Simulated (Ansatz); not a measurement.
# CuPt: the cost of one run

Program: Ansatz 0.2.0. Level of theory: DFT PBEsol, scalar-relativistic, plane waves, PAW. These are calculated values, not measurements.

1 further run of the same task is left out (set aside as unsound or not needed).

**1. The structure to begin with**

It takes space group R-3m (No. 166, trigonal). The conventional cell has a = 2.702 Å, b = 2.702 Å, c = 12.723 Å, α = 90.00°, β = 90.00°, γ = 120.00°. Cu (site symmetry -3m) has 6 Pt at 2.63 Å and 6 Cu at 2.70 Å as nearest neighbours. Pt (site symmetry -3m) is surrounded by 6 Cu at 2.63 Å and 6 Pt at 2.70 Å.

As a file:

```xyz
2
Lattice="1.3508 0.7799 4.2411 -1.3508 0.7799 4.2411 0.0000 -1.5598 4.2411" Properties=species:S:1:pos:R:3 pbc="T T T"
Cu    0.0000    0.0000    0.0000
Pt    0.0000    0.0000    6.3616
```

It goes back to an entry of the Materials Project, which need not be the stable form.

It is the result of an earlier relaxation at this level (volume 13.40 Å³/atom; gap on the mesh: none (metal)).

**2. Electronic structure at the relaxed geometry**

The input, input.yaml:

```yaml
crystal:
  lattice:
    - [1.3507966389, 0.7798828031, 4.2410923591]
    - [-1.3507966389, 0.7798828031, 4.2410923591]
    - [0.0, -1.5597656062, 4.2410923592]
  atoms:
    - { symbol: Cu, position: [0.0, 0.0, 0.0] }
    - { symbol: Pt, position: [0.5, 0.5, 0.5] }
basis:
  ecutwfc: 420
kpoints:
  mp_grid: { grid: [18, 18, 18] }
  band_path:
    path:
      - [[0.0, 0.0, 0.0], [0.5, 0.5, 0.5], [0.81079032, 0.18920968, 0.5]]
      - [[0.5, -0.18920968, 0.18920968], [0.5, 0.0, 0.0], [0.0, 0.0, 0.0], [0.34460484, -0.34460484, 0.0]]
      - [[0.65539516, 0.0, 0.34460484], [0.5, 0.0, 0.5], [0.0, 0.0, 0.0]]
    npoints: 14
hamiltonian:
  xc: pbesol
scf:
  occupations: { method: gaussian, width: 0.1 }
  n_extra_bands: 6
output:
  forces: true
  stress: true
  eigenvalues: true
  populations: true
  dos: { projected: true, de: 0.02, nscf_kmesh: { grid: [27, 27, 27] } }
  bader: true
  write_density: true
  write_potential: true
  elf: true
  volumetric_format: npy
```

Started as:

```console
> ansatz run input.yaml --threads 1 --pin off --max-ram 2560MiB --backend cpu --events-out ev --progress --plain --runs-dir out
```

What time and memory should one allow on 1 thread of AMD EPYC (Zen 3), shared host?

About 2.9 min, with a peak of 0.93 GiB.
